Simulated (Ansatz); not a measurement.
# H6OSiZn: the cost of one run

Program: Ansatz 0.2.0. Level of theory: RKS BHLYP-D4/def2-SVP. These are calculated values, not measurements.

### Step 1. Starting point

Bond lengths: Zn1–Si2 2.718 Å, Zn1–O3 1.817 Å, Si2–H6 1.468 Å, Si2–H7 1.467 Å, Si2–H8 1.478 Å, O3–H9 0.951 Å. Angles: Zn1–Si2–H6 106.6°, Zn1–Si2–H7 108.3°, Zn1–Si2–H8 119.1°, H6–Si2–H7 115.4°, H6–Si2–H8 103.8°, H7–Si2–H8 104.0°, Si2–Zn1–O3 127.3°, Zn1–O3–H9 132.3°.

As a file:

```xyz
9

Zn   -0.5223   -0.8044   -1.1701
Si    1.4085   -0.1400    0.6240
O    -1.9928    0.1659   -1.6153
H    -0.3297    0.5246    0.9127
H    -1.1177    0.3653    0.3717
H     1.0075   -0.7262    1.9090
H     1.5589    1.3193    0.6180
H     2.7841   -0.6422    0.4205
H    -2.7964   -0.0622   -2.0705
```

### Step 2. A restrained relaxation towards end A

Springs on the bonds that form and break draw the guess towards this end; the thresholds are loose.

Input file input.yaml:

```yaml
crystal:
  periodic: [false, false, false]
  atoms:
    - { symbol: Zn, position_ang: [-0.5223, -0.8044, -1.1701] }
    - { symbol: Si, position_ang: [1.4085, -0.14, 0.624] }
    - { symbol: O, position_ang: [-1.9928, 0.1659, -1.6153] }
    - { symbol: H, position_ang: [-0.3297, 0.5246, 0.9127] }
    - { symbol: H, position_ang: [-1.1177, 0.3653, 0.3717] }
    - { symbol: H, position_ang: [1.0075, -0.7262, 1.909] }
    - { symbol: H, position_ang: [1.5589, 1.3193, 0.618] }
    - { symbol: H, position_ang: [2.7841, -0.6422, 0.4205] }
    - { symbol: H, position_ang: [-2.7964, -0.0622, -2.0705] }
basis:
  gaussian: { orbitals: def2-SVP }
hamiltonian:
  xc: { name: BHLYP }
  dispersion: d4
relax:
  f_tol: 0.15
  max_steps: 25
  restrain:
    - { distance: [0, 4], at: 2.83, k: 30.0 }
    - { distance: [3, 1], at: 2.72, k: 30.0 }
    - { distance: [0, 1], at: 2.33, k: 30.0 }
    - { distance: [3, 4], at: 0.62, k: 30.0 }
```

Run with:

```
ansatz run input.yaml --threads 2 --pin off --max-ram 3072MiB --backend cpu --events-out ev --progress --plain --runs-dir out
```

What time and memory should one allow on 2 threads of Intel Xeon Platinum 8488C (Sapphire Rapids), shared host?

About 20 s, with a peak of 0.22 GiB.
